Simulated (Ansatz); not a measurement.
# HfS4: further runs on a relaxed guess

Aim: for this structure of HfS4, see whether it has a gap, which orbitals make up the states near it and how charge is shared.

Method: DFT PBE, scalar-relativistic, plane waves, PAW, in Ansatz 0.2.0.

**1. The structure to begin with**

It takes space group P6/mmm (No. 191, hexagonal). The conventional cell has a = 4.622 Å, b = 4.622 Å, c = 6.901 Å, α = 90.00°, β = 90.00°, γ = 120.00°. Hf (site symmetry 6/mmm) is surrounded by 8 S at 2.48 to 2.67 Å. Around S (site symmetry 6mm) lie 1 S at 1.94 Å and 1 Hf at 2.48 Å. S (site symmetry -6m2) has 3 Hf at 2.67 Å and 3 S at 2.67 Å in its first shell of neighbours.

Coordinates:

```xyz
5
Lattice="4.6218 0.0000 0.0000 -2.3109 4.0026 0.0000 0.0000 0.0000 6.9006" Properties=species:S:1:pos:R:3 pbc="T T T"
Hf    0.0000    0.0000    3.4503
S     0.0000    0.0000    5.9318
S     0.0000    0.0000    0.9688
S     0.0000    2.6684    3.4503
S     2.3109    1.3342    3.4503
```

It is the end of an earlier relaxation with the same method, from a generated guess; it needn't be the stable form of this composition. At a tolerance of 0.05 Å it has space group P6/mmm (No. 191); it has 25.53 Å³/atom, an uncorrected energy of -0.21 eV/atom over the elements.

**2. Bands, states and charges**

Contents of input.yaml:

```yaml
crystal:
  lattice:
    - [4.6218376329, 0.0, 0.0]
    - [-2.3109188164, 4.0026288022, 0.0]
    - [0.0, 0.0, 6.9005718936]
  atoms:
    - { symbol: Hf, position: [0.0, 0.0, 0.5] }
    - { symbol: S, position: [0.0, 0.0, 0.8596049242] }
    - { symbol: S, position: [0.0, 0.0, 0.1403950758] }
    - { symbol: S, position: [0.3333333333, 0.6666666667, 0.5] }
    - { symbol: S, position: [0.6666666667, 0.3333333333, 0.5] }
basis:
  ecutwfc: 420
kpoints:
  mp_grid: { grid: [12, 12, 6] }
  band_path:
    path:
      - [[0.0, 0.0, 0.0], [0.5, 0.0, 0.0], [0.33333333, 0.33333333, 0.0], [0.0, 0.0, 0.0], [0.0, 0.0, 0.5], [0.5, 0.0, 0.5], [0.33333333, 0.33333333, 0.5], [0.0, 0.0, 0.5]]
      - [[0.5, 0.0, 0.5], [0.5, 0.0, 0.0]]
      - [[0.33333333, 0.33333333, 0.5], [0.33333333, 0.33333333, 0.0]]
    npoints: 14
hamiltonian:
  xc: pbe
scf:
  occupations: { method: gaussian, width: 0.1 }
  n_extra_bands: 12
output:
  forces: true
  stress: true
  eigenvalues: true
  populations: true
  dos: { projected: true, de: 0.02, nscf_kmesh: { grid: [15, 15, 8] } }
  bader: true
  write_density: true
  write_potential: true
  elf: true
  volumetric_format: npy
```

Run with:

```
$ ansatz run input.yaml --threads 1 --pin off --max-ram 2560MiB --backend cpu --events-out ev --progress --plain --runs-dir out
```

Output:

```text
Warning: RAYON_NUM_THREADS=1 ignored (pool sized by the plan → 1); use --threads N
scf.n_extra_bands = 12 over 25 filled bands (N_el = 50.0): the run solves 37 bands
Engine: ansatz 0.2.0, x86_64-unknown-linux-gnu
Pseudopotentials: kind: paw
Pseudopotential: Hf, paw, valence charge 26, recommended cutoff 420 eV (normal), Hf.paw.azcp
Pseudopotential: S, paw, valence charge 6, recommended cutoff 420 eV (normal), S.paw.azcp
Functional definition: PBE
  parameter kappa = 0.804
  parameter beta = 0.06672455060314922
  exchange = pbe_x(kappa = kappa, mu = beta*pi^2/3)
  correlation = pbe_c(beta = beta)
Crystal: 5 atoms, lattice volume = 127.657 Å³
Basis set: ecut = 420 eV, 2537 PW (Γ), exchange–correlation on 64×64×96 points (8 copies of the dense FFT grid, shifted against one another)
Bands: 37, of which v1, the nominal top of the filled ones, is band 25 counted from 1 (24 counted from 0)
Symmetry: 24 space group operations
Space group: P6/mmm (ITA 191), of the structure as read, at distance tolerance 5.0e-5 Å
k-points: 76 of 864
Non-local potential: Hf, projectors of the file, l = 0: 3, l = 1: 2, l = 2: 2, l = 3: 3
Non-local potential: S, projectors of the file, l = 0: 2, l = 1: 2, l = 2: 2
PAW form: soft (Blöchl's): semilocal exchange-correlation on the pseudo side does not see the compensation charge
PAW one-centre angular grid: Hf, 590 points (default); XC on 64 Gauss nodes
PAW one-centre angular grid: S, 110 points (default); XC on 64 Gauss nodes
Initial density: superposition of atomic densities (neutral atoms: chi_scale 0, normalization atom), corrected by the library's trained network
Initial wavefunctions: pseudopotential atomic-orbital guess
Functional: x = pbe(κ = 0.804, μ = 0.2195149727645171), c = pbe(β = 0.06672455060314922)
SCF iter   1: F=—  HF=-19330.686904 eV  |F-HF|=—  |Δ(HF+E_count)|=         —  Δρ=4.93e-3  dr2=4.13e-2  ethr=1.77e-3  ⟨swp⟩=5.8  Hψ=12868  notcnv=0  defer=156
preconditioner: auto → LDOS  [metal: Δε(μ)=0.003 eV  Ē_g=12.983 eV  σ=0.100 eV  W_gap=0.02  n_scr=22 (ndim 8)  ℏωp=21.3 eV  f_vac=0.187  D(μ)=5.57/eV (n_scr^D=42)  β→1.0]
SCF iter   2: F=—  HF=-19330.679670 eV  |F-HF|=—  |Δ(HF+E_count)|=   7.23e-3  Δρ=2.12e-3  dr2=9.52e-3  ethr=8.26e-5  ⟨swp⟩=2.1  Hψ=5518  notcnv=0  defer=373
SCF iter   3: F=—  HF=-19330.678298 eV  |F-HF|=—  |Δ(HF+E_count)|=   1.37e-3  Δρ=7.20e-4  dr2=1.16e-3  ethr=1.90e-5  ⟨swp⟩=2.0  Hψ=3986  notcnv=0  defer=373
SCF iter   4: F=—  HF=-19330.677971 eV  |F-HF|=—  |Δ(HF+E_count)|=   3.27e-4  Δρ=2.01e-4  dr2=1.19e-4  ethr=2.33e-6  ⟨swp⟩=2.1  Hψ=4065  notcnv=0  defer=373
SCF iter   5: F=—  HF=-19330.677958 eV  |F-HF|=—  |Δ(HF+E_count)|=   1.31e-5  Δρ=1.03e-4  dr2=3.54e-5  ethr=2.37e-7  ⟨swp⟩=2.3  Hψ=4114  notcnv=0  defer=373
SCF iter   6: F=—  HF=-19330.677984 eV  |F-HF|=—  |Δ(HF+E_count)|=   2.62e-5  Δρ=4.21e-5  dr2=5.03e-6  ethr=7.08e-8  ⟨swp⟩=2.0  Hψ=3845  notcnv=0  defer=369
SCF iter   7: F=—  HF=-19330.677984 eV  |F-HF|=—  |Δ(HF+E_count)|=   3.30e-7  Δρ=1.71e-5  dr2=1.14e-6  ethr=1.01e-8  ⟨swp⟩=2.0  Hψ=3515  notcnv=0  defer=367
SCF iter   8: F=—  HF=-19330.677984 eV  |F-HF|=—  |Δ(HF+E_count)|=   8.02e-8  Δρ=6.65e-6  dr2=1.44e-7  ethr=2.27e-9  ⟨swp⟩=1.0  Hψ=2437  notcnv=0  defer=364
SCF iter   9: F=-19330.677984 eV  HF=-19330.677984 eV  |F-HF|=4.98e-10  |Δ(HF+E_count)|=   7.17e-9  Δρ=1.00e-6  dr2=1.57e-9  ethr=2.00e-10  ⟨swp⟩=14.9  Hψ=19294  notcnv=0
SCF 1 converged in 9 iterations: F = -19330.677984 eV  dr2 = 1.57e-9
NSCF: frozen V_eff on 129 k-points
NSCF: frozen V_eff on 135 k-points
SCF converged after 9 iterations
Free energy (F): -19330.677984 eV
Harris-Foulkes:  -19330.677984 eV  (|F-HF|=4.98e-10)
Internal energy: -19330.650195 eV  (E = F + TS)
E sigma→0 (E₀):  -19330.664089 eV
Entropy (-TS):   -0.027789 eV (-5.558 meV/atom)
Fermi energy:    5.723111 eV
--- Per-component energies (eV) ---
  E_band       = -355.067566
  E_kinetic    = 846.502741
  E_local      = -9853.014834  (includes V_loc(G=0)·N_el)
  E_nonlocal   = -1130.469057
  E_hartree    = 4493.368149
  E_xc         = -685.370032
  E_vxc        = -611.920211  (∫ρ·V_xc dr)
  E_paw        = -9327.063284  (= ΣΔE_a)
  E_vpaw       = 1407.096255  (= ΣTr[D̂ρ^β])
  E_aug_tail   = 0.000005  (compensation charges beyond the density's cutoff)
  E_ewald      = -3674.603882
  E_smearing   = -0.027789  (= −TS)
  E_closure    = -0.000000  (closes the sum)
  Σ components = -19330.677984   (vs F -19330.677984, Δ=0.00e0)
--- Forces (eV/Å), atoms counted from 1 ---
  atom   1  Hf     0.00000000     0.00000000     0.00000000
  atom   2  S      0.00000000     0.00000000     0.00119186
  atom   3  S     -0.00000000    -0.00000000    -0.00119186
  atom   4  S      0.00000000    -0.00000000    -0.00000000
  atom   5  S     -0.00000000     0.00000000     0.00000000
  max |Σ_I F_I| component: 1.97e-17 eV/Å
--- Stress (GPa, compression-positive) ---
       -0.006684       0.000000      -0.000000
       -0.000000      -0.006684       0.000000
       -0.000000       0.000000       0.035731
  P = ⅓ Tr σ = 0.0075 GPa (0.075 kbar)
--- Band table (eV; the first three rows and the last of 76) ---
  k-point 0: bands = ["-56.5493", "-25.5023", "-25.0767", "-25.0767", "-9.8758", "-8.3721", "-6.6329", "-6.5671", "-6.5671", "-6.5046", "-6.5046", "-6.4896", "-6.4214", "-4.7948", "-4.1838", "-0.7936", "0.3605", "0.3605", "2.4062", "2.4062", "2.8206", "4.6577", "4.6577", "5.3086", "5.3086", "5.9043", "9.0607", "9.0607", "9.3845", "9.4230", "10.4353", "11.7772", "11.7772", "12.5482", "13.0943", "13.0943", "13.9301"]
  k-point 1: bands = ["-56.5493", "-25.5024", "-25.0767", "-25.0767", "-9.8475", "-8.3914", "-6.6251", "-6.5671", "-6.5671", "-6.5046", "-6.5046", "-6.4896", "-6.4214", "-4.9233", "-4.1837", "-0.5596", "0.3606", "0.3606", "2.3729", "2.3729", "2.8852", "4.6531", "4.6531", "5.4885", "5.4885", "5.9029", "8.1107", "8.7169", "8.7169", "9.8977", "10.6330", "11.7774", "11.7774", "12.8288", "12.8288", "13.2676", "14.3987"]
  k-point 2: bands = ["-56.5493", "-25.5025", "-25.0767", "-25.0767", "-9.7871", "-8.4338", "-6.6072", "-6.5671", "-6.5671", "-6.5046", "-6.5046", "-6.4896", "-6.4214", "-5.1560", "-4.1837", "-0.1040", "0.3610", "0.3610", "2.3111", "2.3111", "3.0930", "4.6476", "4.6476", "5.8999", "5.9411", "5.9411", "6.7194", "7.9957", "7.9957", "10.3080", "10.7279", "11.7778", "11.7778", "12.5375", "12.5375", "12.9194", "15.2826"]
  k-point 75: bands = ["-56.5491", "-25.5013", "-25.0927", "-25.0927", "-9.7062", "-6.7500", "-6.7500", "-6.5946", "-6.5045", "-6.5045", "-6.4359", "-6.4320", "-6.4320", "-6.4281", "-5.3397", "-0.3645", "0.4823", "1.5778", "1.5778", "3.5135", "3.5135", "4.0307", "4.0307", "5.4106", "5.4106", "6.1245", "7.6651", "8.4285", "8.4285", "9.2070", "9.2070", "9.8449", "12.3799", "13.5982", "13.5982", "14.7217", "14.7217"]
--- Löwdin populations: 5 sites ---
  site symbol       q [e]
     0     Hf     25.4927
     1      S      5.9625
     2      S      5.9625
     3      S      6.1305
     4      S      6.1305
  spilling = 0.006427 (of n_electrons = 50.000000)
--- Bader charges: 5 sites ---
  site symbol  charge [e]  shift [e]
     0     Hf      1.9896     0.0005
     1      S     -0.2936     0.0001
     2      S     -0.2936     0.0001
     3      S     -0.7012     0.0004
     4      S     -0.7012     0.0004
  estimated error of the sums over rays = 5.0e-4 e
```

Run time: 2.2 min. Hardware: 1 thread of Intel Xeon Platinum 8259CL at 2.50GHz (Skylake/Cascade Lake), shared host; peak memory 0.72 GiB.

Per atom:

| atom | Löwdin electrons | Bader charge (e) | Bader volume (Å³) |
| --- | --- | --- | --- |
| Hf1 | 25.49 | +1.99 | 12.8 |
| S2 | 5.96 | -0.29 | 30.6 |
| S3 | 5.96 | -0.29 | 30.6 |
| S4 | 6.13 | -0.70 | 23.9 |
| S5 | 6.13 | -0.70 | 23.9 |

The Löwdin counts miss 0.32 of the 50 electrons, which the atomic orbitals do not span, so they are no charges.

From bands.tsv, the levels nearest the Fermi level at the path's corners, in eV from the Fermi level:

```
point  band 22  band 23  band 24  band 25  band 26  band 27  band 28  band 29
    Γ    -1.06    -1.06    -0.41    -0.41     0.18     3.34     3.34     3.66
    M    -1.29    -1.23    -1.22     0.15     0.34     2.90     3.14     3.38
    K    -2.02    -2.02     0.19     0.19     1.94     3.20     3.48     3.48
    Γ    -1.06    -1.06    -0.41    -0.41     0.18     3.34     3.34     3.66
    A    -1.08    -1.08     0.17     0.35     0.57     0.57     1.80     1.80
    L    -1.23    -1.16    -0.72    -0.12     0.24     0.40     1.50     2.90
    H    -1.69    -1.69    -0.31    -0.31     0.40     1.94     2.71     2.71
    A    -1.08    -1.08     0.17     0.35     0.57     0.57     1.80     1.80
    L    -1.23    -1.16    -0.72    -0.12     0.24     0.40     1.50     2.90
    M    -1.29    -1.23    -1.22     0.15     0.34     2.90     3.14     3.38
    H    -1.69    -1.69    -0.31    -0.31     0.40     1.94     2.71     2.71
    K    -2.02    -2.02     0.19     0.19     1.94     3.20     3.48     3.48
```

Counts of states by energy window (eV from the Fermi level), total and by projection:

```csv
from,to,total,Hf 5d,S 3s,S 3p
-8,-7,0.00,0.00,0.00,0.00
-7,-6,1.13,0.09,0.07,0.84
-6,-5,2.69,0.30,0.13,2.16
-5,-4,1.72,0.22,0.05,1.41
-4,-3,4.44,0.37,0.11,3.87
-3,-2,2.48,0.33,0.06,2.03
-2,-1,3.47,0.74,0.07,2.54
-1,0,4.04,0.41,0.05,3.48
0,1,2.50,0.37,0.22,1.79
1,2,1.09,0.44,0.14,0.42
2,3,2.38,1.32,0.11,0.74
3,4,2.85,1.62,0.15,0.86
4,5,1.68,0.67,0.11,0.33
5,6,2.51,0.79,0.12,0.52
```

A further 30 or so states lie below the table's range.

Density in a lattice plane of the grid's cell (edges 4.62 and 6.90 Å, at 0.000 of the third edge), which holds Hf and S.

Ten even steps from '0' (0.01 e/Å³) to '9' (34.00 e/Å³):
```
0000000000000000
0000000000000000
0000000000000000
0000000000000000
0000000000000000
0000000000000000
0000000000000000
1000000000000000
6410000000000014
9620000000000026
6410000000000014
1000000000000000
0000000000000000
0000000000000000
0000000000000000
0000000000000000
0000000000000000
0000000000000000
0000000000000000
0000000000000000
```
Columns run along the first of these edges and rows up along the second, over one cell in 16 and 20 even steps from the bottom left corner. Atoms in the plane (fractional): Hf at (0.00, 0.50), S at (0.00, 0.86), S at (0.00, 0.14).

ELF in the same plane.

Ten even steps from '0' (0.00) to '9' (0.89):
```
7787531000135787
1389852000258983
0399962000269993
3799951000159997
8898620000026898
4444210000012444
2111111111111111
8741011111110147
9984122222221489
8995122222221599
9984122222221489
8741011111110147
2111111111111111
4444210000012444
8898620000026898
3799951000159997
0399962000269993
1389852000258983
7787531000135787
8875310000013578
```
Columns run along the first of these edges and rows up along the second, over one cell in 16 and 20 even steps from the bottom left corner. Atoms in the plane (fractional): Hf at (0.00, 0.50), S at (0.00, 0.86), S at (0.00, 0.14).

Both are smooth fields of the valence electrons: close to the nuclei they are not physical.

Maxima of ELF outside the ion cores: 0.91 beside S, off the lines to its neighbours, 0.9 Å from S; 0.89 in the shell around S, 0.8 Å from S; 0.79 on the S–S line, 1.0 Å from S.

**3. What came out**

| quantity | value |
| --- | --- |
| gap | none (metal) |
| states at the Fermi level | 6.64 per eV per cell |
| Bader charges | Hf +1.99, S -0.70 to -0.29 e |

There is no gap at this level. Of the projected weight within 0.25 eV of the Fermi level, the largest part is S 3p (92 %). Bader charges reach 2.0 e, so charge transfer in this metal is strong. These runs have no spin-orbit coupling; with Hf it would split and shift bands.
